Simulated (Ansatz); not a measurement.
# BiW: the cost of one run

Program: Ansatz 0.2.0. Level of theory: DFT PBE, scalar-relativistic, plane waves, PAW. These are calculated values, not measurements.

## (1) Starting point

It takes space group P2_13 (No. 198, cubic). The conventional cell has a = 5.568 Å, b = 5.568 Å, c = 5.568 Å, α = 90.00°, β = 90.00°, γ = 90.00°. Bi (site symmetry 3) is surrounded by 7 W at 2.79 to 3.13 Å. W (site symmetry 3) has 7 Bi at 2.79 to 3.13 Å as nearest neighbours.

Structure file:

```
CELL_PARAMETERS angstrom
5.56787 0.00000 0.00000
0.00000 5.56787 0.00000
0.00000 0.00000 5.56787
ATOMIC_POSITIONS crystal
Bi 0.13400 0.13400 0.13400
Bi 0.36600 0.86600 0.63400
Bi 0.63400 0.36600 0.86600
Bi 0.86600 0.63400 0.36600
W 0.84450 0.84450 0.84450
W 0.65550 0.15550 0.34450
W 0.34450 0.65550 0.15550
W 0.15550 0.34450 0.65550
```

This is candidate A: FeSi (B20) type (P2_13, No. 198).

(A quick probe on a coarse mesh, which set the mesh and smearing, is not shown.)

## (3) Rough relaxation on the coarse mesh (candidate A)

input.yaml

```yaml
crystal:
  lattice:
    - [5.5678722051, 0.0, 0.0]
    - [0.0, 5.5678722051, 0.0]
    - [0.0, 0.0, 5.5678722051]
  atoms:
    - { symbol: Bi, position: [0.134, 0.134, 0.134] }
    - { symbol: Bi, position: [0.366, 0.866, 0.634] }
    - { symbol: Bi, position: [0.634, 0.366, 0.866] }
    - { symbol: Bi, position: [0.866, 0.634, 0.366] }
    - { symbol: W, position: [0.8445, 0.8445, 0.8445] }
    - { symbol: W, position: [0.6555, 0.1555, 0.3445] }
    - { symbol: W, position: [0.3445, 0.6555, 0.1555] }
    - { symbol: W, position: [0.1555, 0.3445, 0.6555] }
basis:
  ecutwfc: 420
kpoints:
  mp_grid: { grid: [4, 4, 4] }
hamiltonian:
  xc: pbe
scf:
  occupations: { method: gaussian, width: 0.1 }
  lower_state_search: "off"
output:
  forces: true
  stress: true
  eigenvalues: true
relax:
  adjacent_minimum: "off"
  f_tol: 0.04
  max_steps: 70
  cell: { stress_tol: 0.4 }
```

Launch:

```console
$ ansatz run input.yaml --threads 1 --pin off --max-ram 2560MiB --backend cpu --events-out ev --progress --plain --runs-dir out
```

Q: Estimate wall time and peak memory on 1 thread of Arm Neoverse V2, shared host.

About 87 s, with a peak of 0.44 GiB.
